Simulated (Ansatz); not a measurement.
**NbCd3: a single-point run**

Aim: a sound single-point run of NbCd3. The structure is shown as the input types it.

Method: DFT, PBE, all-electron LAPW, scalar-relativistic, in Ansatz 0.2.0.

## 1. The system as given

It takes space group Pm-3m (No. 221, cubic). The conventional cell has a = 4.215 Å, b = 4.215 Å, c = 4.215 Å, α = 90.00°, β = 90.00°, γ = 90.00°. Around Nb (site symmetry m-3m) lie 12 Cd at 2.98 Å. Around Cd (site symmetry 4/mmm) lie 4 Nb at 2.98 Å and 8 Cd at 2.98 Å.

Coordinates:

```
CELL_PARAMETERS angstrom
4.21500 0.00000 0.00000
0.00000 4.21500 0.00000
0.00000 0.00000 4.21500
ATOMIC_POSITIONS crystal
Nb 0.00000 0.00000 0.00000
Cd 0.00000 0.50000 0.50000
Cd 0.50000 0.00000 0.50000
Cd 0.50000 0.50000 0.00000
```

## 2. Input and run

input.yaml reads:

```yaml
crystal:
  lattice:
    - [4.215, 0.0, 0.0]
    - [0.0, 4.215, 0.0]
    - [0.0, 0.0, 4.215]
  atoms:
    - { symbol: Nb, position: [0.0, 0.0, 0.0] }
    - { symbol: Cd, position: [0.0, 0.5, 0.5] }
    - { symbol: Cd, position: [0.5, 0.0, 0.5] }
    - { symbol: Cd, position: [0.5, 0.5, 0.0] }
kpoints:
  mp_grid: { grid: [9, 9, 9] }
  band_path:
    path:
      - [0.0, 0.0, 0.0]
      - [0.0, 0.5, 0.0]
      - [0.5, 0.5, 0.0]
      - [0.0, 0.0, 0.0]
      - [0.5, 0.5, 0.5]
      - [0.0, 0.5, 0.0]
      - [0.5, 0.5, 0.5]
      - [0.5, 0.5, 0.0]
    npoints: 14
scf:
  occupations: { method: gaussian, width: 5.0 }
  max_iter: 60
hamiltonian:
  xc: pbe
  pseudopotentials: { kind: all_electron, lapw: { basis_error: 0.0005 } }
output:
  forces: true
  stress: true
  eigenvalues: true
  populations: true
```

The run is started by

```
$ ansatz run input.yaml --threads 1 --pin off --max-ram 4096MiB --backend cpu --events-out ev --progress --plain --runs-dir out
```

What happens when this is run?

The run converged and reported no error. It gives a pressure of 30 GPa, which is large; a structure far from rest gives such values too, whatever the setting.

Look at the input: scf.occupations.method is gaussian; scf.occupations.width is 5.0. The width is far wider than usual, so occupations near the Fermi level are blurred and the entropy term grows.

Run again and compare: set scf.occupations.method to fermi_dirac and scf.occupations.width to 0.08.
